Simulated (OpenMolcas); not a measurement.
**Fe⁶⁺: CASSCF and CASPT2 terms and fine-structure levels**

Wanted: the level scheme of Fe⁶⁺ from active-space wave functions, then second-order correlation under several settings.

The numbers are computed with OpenMolcas 26.06 (state-averaged CASSCF and CASPT2, spin-orbit coupling by RASSI with atomic mean-field integrals), except any that are marked as measured or tabulated.

### Step 1. The atom as given

* Species: Fe⁶⁺ (iron, Z = 26, 20 electrons)
* Basis: ANO-RCC-VQZP [7s6p4d3f2g1h], 95 functions
* Scalar Hamiltonian: DKH2, point nucleus
* Inactive shells: 1s 2s 2p 3s 3p
* Active space: 2 electrons in 5 orbitals (3d)
* Some configurations of this space: 3d2
* Orbitals: optimised for each spin and parity, averaged over all roots

The outer shells:

3d2
```
3d [↑ ][↑ ][  ][  ][  ]
```

Each step is its own input file, run in one work folder so that later steps find the files of earlier ones. Labels, J, g values, rates, χT and fits are worked out afterwards by a script from the matrices that RASSI stores.

### Step 2. One- and two-electron integrals

Input file a.inp:

```
&GATEWAY
Coord
1

Fe 0.0 0.0 0.0
Basis=ANO-RCC-VQZP
Group=XYZ
NoMove
AngMom=0.0 0.0 0.0
AMFI
&SEWARD
```

Launch:

```console
$ OMP_NUM_THREADS=1 MOLCAS_MEM=1689 MOLCAS_PROJECT=a pymolcas a.inp > a.log
```

### Step 3. CASSCF: triplets of even parity, 10 roots

Input file a.inp:

```
&RASSCF
FileOrb=start.orb
Symmetry=1
Spin=3
nActEl=2 0 0
Inactive=3 6
Ras2=5 0
CIRoot=10 10 1
SDav=10
CIMx=300
Iter=120 100
PrWF=0.3
OrbListing=Nothing
MaxOrb=0
Atom
>>> COPY $Project.JobIph JOB001
```

start.orb holds the contracted functions of the basis, ordered by shell, or the orbitals of the step before.

### Step 4. Reference wave functions, singlets of even parity, 15 roots

Input file a.inp:

```
&RASSCF
FileOrb=start.orb
Symmetry=1
Spin=1
nActEl=2 0 0
Inactive=3 6
Ras2=5 0
CIRoot=15 15 1
SDav=15
CIMx=300
Iter=120 100
PrWF=0.3
OrbListing=Nothing
MaxOrb=0
Atom
>>> COPY $Project.JobIph JOB002
```

### Step 5. State interaction with spin-orbit coupling

Input file a.inp:

```
&RASSI
NrOfJobIphs=2 10 15
1 2 3 4 5 6 7 8 9 10
1 2 3 4 5 6 7 8 9 10 11 12 13 14 15
IphNames
JOB001
JOB002
EJob
SpinOrbit
DIPRint=1.0
SOCoupling=1000.0
Subsets=2
MEES
Property=10
'ANGMOM' 1 'ANGMOM' 2 'ANGMOM' 3 'MLTPL  1' 1 'MLTPL  1' 2 'MLTPL  1' 3
'AMFI' 1 'AMFI' 2 'AMFI' 3 'MLTPL  2' 6
SOProperty=3
'ANGMOM' 1 'ANGMOM' 2 'ANGMOM' 3
```

### Step 6. CASPT2: IPEA 0.25, imaginary shift 0.1 (closed shells correlated: 3s 3p)

Input file a.inp:

```
>>> COPY JOB001 $Project.JobIph
&CASPT2
Multistate=10 1 2 3 4 5 6 7 8 9 10
Frozen=2 3
IPEA=0.25
Imaginary=0.1
MaxIter=60
WThr=0.0 0.3 0.05
PrWF=0.5
NoMix
>>> COPY JOB002 $Project.JobIph
&CASPT2
Multistate=15 1 2 3 4 5 6 7 8 9 10 11 12 13 14 15
Frozen=2 3
IPEA=0.25
Imaginary=0.1
MaxIter=60
WThr=0.0 0.3 0.05
PrWF=0.5
NoMix
```

### Step 7. CASPT2: IPEA 0.25, sigma2 regulariser 0.3 (closed shells correlated: 3s 3p)

a.inp: that of step 6 with these lines changed.

```diff
@@ -5,3 +5,3 @@
 IPEA=0.25
-Imaginary=0.1
+Sig2=0.3
 MaxIter=60
@@ -15,3 +15,3 @@
 IPEA=0.25
-Imaginary=0.1
+Sig2=0.3
 MaxIter=60
```

(Steps that only read results are left out.)

What does the calculation give? Wanted: lowest level; first excited level; lowest level of another term; spin-orbit lowering of the lowest level; strongest of the lines computed, by gA.

As calculated:

| quantity | value |
| --- | --- |
| method | SS-CASPT2, IPEA 0.25, imaginary shift 0.1 (closed shells correlated: 3s 3p) |
| lowest level | 3d2 3F2, 100 % of that term, g = 0.667 |
| ground level listed by NIST | 3F2.000 |
| first excited level | 3d2 3F3 at 1039 cm-1 |
| lowest level of another term | 3d2 1D2 at 17640 cm-1 |
| spin-orbit lowering of the lowest level | 1367 cm-1 |
| strongest of the lines computed, by gA (one parity, so forbidden lines), at SS-CASPT2 energies | 3d2 1S0 → 3d2 1D2, 195.6 nm, A = 2.85e+01 s⁻¹ |

What each method costs and misses:

```
                                                 method  time of its own steps  time with the reference  mean absolute difference from the measured levels (cm-1)
                                              A. CASSCF                  6.8 s                    6.8 s                                                      3900
   B. SS-CASPT2, IPEA 0.25, imaginary shift 0.1, +3s 3p                  8.7 s                     16 s                                                       730
C. SS-CASPT2, IPEA 0.25, sigma2 regulariser 0.3, +3s 3p                    9 s                     16 s                                                       730
```

Times are of one thread on a shared host.

What this shows: The multiplet 3F is regular; its intervals divided by the larger J differ by 7 % of their mean, where Landé's rule for pure LS coupling makes them equal. Second-order correlation (method B) scales the levels of the lowest configuration above 5000 cm⁻¹ by 0.83 to 0.92. Method C lies closest to the measured levels (730 cm⁻¹ on average, level with B) and A farthest (3900). Only the configurations of the active space and the roots asked for are present. CASPT2 does not keep the components of a term degenerate, and the means are used. The lowest computed level is not the ground level that NIST lists (3F2.000). Only valence configurations of the active space appear, up to the ionisation limit; * or ° marks odd parity.
